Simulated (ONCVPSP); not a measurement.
**An ONCV potential for germanium, from input to tests**

Do these settings give a usable potential? It is generated, then checked for transferability, scattering, ghosts and hardness.

Method: ONCVPSP 4.0.1.1 (patched build), LDA (Perdew-Wang 92), scalar-relativistic.

## Step 1: The design

Typed settings, in words:

```json
{
  "element": "germanium (Ge, Z = 32)",
  "type": "optimised norm-conserving Vanderbilt (ONCV)",
  "frozen core": "[Ne]",
  "valence charge": "22",
  "reference configuration": "3s2 3p6 3d10 4s2 4p2",
  "partial waves": "3s+4s: rc 1.25 bohr, ncon 5, nbas 10, qcut 11.8 1/bohr, 2 projectors; 3p+4p: rc 1.20 bohr, ncon 3, nbas 7, qcut 11 1/bohr, 2 projectors; 3d: rc 1.20 bohr, ncon 4, nbas 8, qcut 13.7 1/bohr, 2 projectors, debl 3.3 Ha",
  "local potential": "polynomial inside 1.05 bohr (lpopt 5, dvloc0 -1 Ha)",
  "core correction": "Teter function, fcfact 3.25, rcfact 1.7"
}
```

The outer shells as boxes (Hund's rule for the drawing; the calculation is spin-unpolarised):

```
[Ne] core
3s [↑↓]
3p [↑↓][↑↓][↑↓]
3d [↑↓][↑↓][↑↓][↑↓][↑↓]
4s [↑↓]
4p [↑ ][↑ ][  ]
```

The nodes and maxima of the atom's own shells, from an earlier all-electron run, set the scale for the radii.

All-electron outer shells of the reference configuration (LDA (PZ), scalar-relativistic, ld1.x):

```json
{"shell": "2s", "level (eV)": "-1369.45", "outermost node (bohr)": "0.06", "outermost maximum (bohr)": "0.18"}
{"shell": "2p", "level (eV)": "-1198.06", "outermost node (bohr)": "–", "outermost maximum (bohr)": "0.14"}
{"shell": "3s", "level (eV)": "-167.73", "outermost node (bohr)": "0.26", "outermost maximum (bohr)": "0.54"}
{"shell": "3p", "level (eV)": "-115.38", "outermost node (bohr)": "0.23", "outermost maximum (bohr)": "0.54"}
{"shell": "3d", "level (eV)": "-29.55", "outermost node (bohr)": "–", "outermost maximum (bohr)": "0.50"}
{"shell": "4s", "level (eV)": "-11.95", "outermost node (bohr)": "0.77", "outermost maximum (bohr)": "1.73"}
{"shell": "4p", "level (eV)": "-4.05", "outermost node (bohr)": "0.82", "outermost maximum (bohr)": "2.19"}
```

## Step 2: The generation run

Ge.dat reads:

```
# ATOM AND REFERENCE CONFIGURATION
# atsym  z   nc   nv     iexc    psfile
  Ge 32.00    3    5  -001012      upf
#
#   n    l    f
    1    0    2.00
    2    0    2.00
    2    1    6.00
    3    0    2.00
    3    1    6.00
    3    2   10.00
    4    0    2.00
    4    1    2.00
#
# PSEUDOPOTENTIAL AND OPTIMIZATION
# lmax
    2
#
#   l,   rc,      ep,       ncon, nbas, qcut
    0    1.25    0.00    5   10   11.80
    1    1.20    0.00    3    7   11.00
    2    1.20    0.00    4    8   13.70
#
# LOCAL POTENTIAL
# lloc, lpopt,  rc(5),   dvloc0
    4    5    1.05   -1.00
#
# VANDERBILT-KLEINMAN-BYLANDER PROJECTORs
# l, nproj, debl
    0    2    3.80
    1    2    0.90
    2    2    3.30
#
# MODEL CORE CHARGE
# icmod, fcfact, rcfact
    3    3.25    1.70
#
# LOG DERIVATIVE ANALYSIS
# epsh1, epsh2, depsh
   -8.00    5.00    0.04
#
# OUTPUT GRID
# rlmax, drl
    6.00    0.01
#
# TEST CONFIGURATIONS
# ncnf
    4
# nvcnf
#   n    l    f
    5
    3    0    2.00
    3    1    6.00
    3    2   10.00
    4    0    2.00
    4    1    1.00
#
    5
    3    0    2.00
    3    1    6.00
    3    2   10.00
    4    0    2.00
    4    1    0.00
#
    5
    3    0    2.00
    3    1    6.00
    3    2   10.00
    4    0    1.00
    4    1    0.00
#
    5
    3    0    2.00
    3    1    6.00
    3    2   10.00
    4    0    1.00
    4    1    2.00
#
```

The run is started by

```
$ oncvpsp.x < Ge.dat > Ge.out
```

Before running it: what results should come out? Wanted: cutoffs for 1 and 0.1 mHa per electron, occupied waves; bound ghosts; GHOST(+) flags; largest test error; largest phase difference near zero energy, channels read; rms error of d²Exc/dn², without and with the model core.

As calculated:

```
                                                quantity                               value
  cutoffs for 1 and 0.1 mHa per electron, occupied waves                     75 Ha and 83 Ha
                                            bound ghosts                          none found
                                          GHOST(+) flags                  none at low energy
                            largest test error (AE − PS)  -5.9 meV, for 3s2 3p6 3d10 4s1 4p0
largest phase difference near zero energy, channels read                           0.000 rad
 rms error of d²Exc/dn², without and with the model core                   2.69 and 1.48 mHa
```

In words: The worst unpolarised test, 3s2 3p6 3d10 4s1 4p0, is off by 5.9 meV on 58.6 eV; by total energies transferability rates as good. By its cutoff, 75 Ha for the looser tolerance, it is very hard. At the looser tolerance the 3d wave is the slowest; 3p needs 47 Ha. It is free of bound ghosts as far as tested. Near zero energy the phases of the channels with partial waves agree within 0.001 rad. These are tests on the free atom; a crystal test is still owed.
